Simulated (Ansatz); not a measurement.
This script drives Ansatz 0.2.0, Python API.

Script `methods.py`:
```python
# -*- coding: utf-8 -*-
"""One geometry of CH4GeOSe, method by method."""

import ansatz as az

GEOMETRY = """
C    -0.79120    0.81210    0.13760
O     0.41840    0.82350   -0.52140
Ge    0.86950   -0.85780   -0.19060
Se   -1.04240   -0.92490    0.89780
H    -0.83250    1.61700    0.91040
H    -1.63720    1.09720   -0.61440
H     2.13620   -0.92160    0.79730
H     0.97140   -1.70250   -1.47250
"""

system = az.Crystal.molecule()
for line in GEOMETRY.strip().splitlines():
    symbol, *xyz = line.split()
    system = system.atom(symbol, [float(v) for v in xyz])

setup = system.calculation().basis(gaussian="def2-SVP")

methods = ["mp2", "ccsd", "ccsd_t"]
reports = [setup.correlation(m).run(threads=1).report for m in methods]
print(f"Hartree-Fock reference {reports[0]['reference_energy_ev'] / 27.211386246:.6f} Ha")
best = reports[-1]["free_energy_ev"] - reports[-1]["reference_energy_ev"]
for method, each in zip(methods, reports):
    gained = each["free_energy_ev"] - each["reference_energy_ev"]
    print(f"{method:8s} total {each['free_energy_ev'] / 27.211386246:.6f} Ha  correlation {gained:9.4f} eV  ({100 * gained / best:.1f} % of the last)")
```

It is started by `python methods.py`. Estimate its wall time and peak memory on 1 thread of Arm Neoverse V2 (shared host).

It took about 42 s, with a peak of 0.6 GiB, for 3 runs of the engine.

Running `python methods.py` prints:
```text
Hartree-Fock reference -4589.600914 Ha
mp2      total -4590.382659 Ha  correlation  -21.2724 eV  (95.1 % of the last)
ccsd     total -4590.398976 Ha  correlation  -21.7164 eV  (97.1 % of the last)
ccsd_t   total -4590.422733 Ha  correlation  -22.3628 eV  (100.0 % of the last)
```

Reading the output:
- Total energies depend on the basis set; only differences at equal settings carry meaning.
- The geometry is a force-field or estimated start, not a minimum of this method, and the basis set is short of its limit. A lower total doesn't mark the better method: functionals have no common bound, and MP2 and coupled cluster aren't variational.
- Inner cores stay frozen; a filled d shell under the valence of the heavier atoms is correlated with it.
